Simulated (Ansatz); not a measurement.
# CH7AlB2: the cost of one run

Method: the settings change from run to run; program: Ansatz 0.2.0, Gaussian basis.

### 1 The molecule

An earlier PBE0-D4 in a triple-zeta def2 set relaxation fixed the geometry.

SMILES `B[CH](B)[AlH2]`, 11 atoms, charge 0, spin multiplicity 1.

Atoms are counted from 1 here; the program's logs count them from 0.

Bond lengths: B1–C2 1.518 Å, B1–H5 1.196 Å, B1–H6 1.200 Å, C2–B3 1.498 Å, C2–Al4 2.044 Å, C2–H7 1.085 Å, B3–H8 1.191 Å, B3–H9 1.251 Å, Al4–H10 1.576 Å, Al4–H11 1.584 Å. Angles: C2–B1–H5 120.2°, C2–B1–H6 121.1°, H5–B1–H6 118.6°, B1–C2–B3 109.6°, B1–C2–Al4 92.1°, B1–C2–H7 119.0°, B3–C2–Al4 78.1°, B3–C2–H7 121.6°, Al4–C2–H7 127.3°, C2–B3–H8 130.0°, C2–B3–H9 115.8°, H8–B3–H9 114.0°, C2–Al4–H10 122.7°, C2–Al4–H11 115.0°, H10–Al4–H11 121.5°.

### 2 r2SCAN/x2c-TZVPPall

Set apart from the defaults: unrestricted orbitals, D4 dispersion, high accuracy.

in.yaml

```yaml
crystal:
  periodic: [false, false, false]
  atoms:
    - {symbol: B, position_ang: [-0.824545, 1.257556, 0.006022]}
    - {symbol: C, position_ang: [-0.852996, -0.259749, 0.006724]}
    - {symbol: B, position_ang: [0.048424, -0.779832, 1.083709]}
    - {symbol: Al, position_ang: [0.943695, -0.368189, -0.962672]}
    - {symbol: H, position_ang: [-1.798262, 1.878444, -0.306777]}
    - {symbol: H, position_ang: [0.153758, 1.860093, 0.351825]}
    - {symbol: H, position_ang: [-1.773735, -0.768215, -0.258076]}
    - {symbol: H, position_ang: [-0.167311, -1.570221, 1.947606]}
    - {symbol: H, position_ang: [1.240413, -0.403351, 1.023968]}
    - {symbol: H, position_ang: [1.750950, 0.911470, -1.403127]}
    - {symbol: H, position_ang: [1.344809, -1.815006, -1.468501]}
basis:
  gaussian: {orbitals: x2c-TZVPPall}
magnetization: {spin_polarized: true, initial_magnetization: 0}
hamiltonian: {xc: {name: r2SCAN}, dispersion: d4}
accuracy: high
output: {forces: true}
```

Command:

```
$ ansatz run in.yaml --threads 2 --pin off --events-out ev --progress --plain --max-ram 4352MiB
```

What time and memory should one allow on 2 threads of Arm Neoverse V1, shared host?

About 47 s, with a peak of 1.7 GiB.
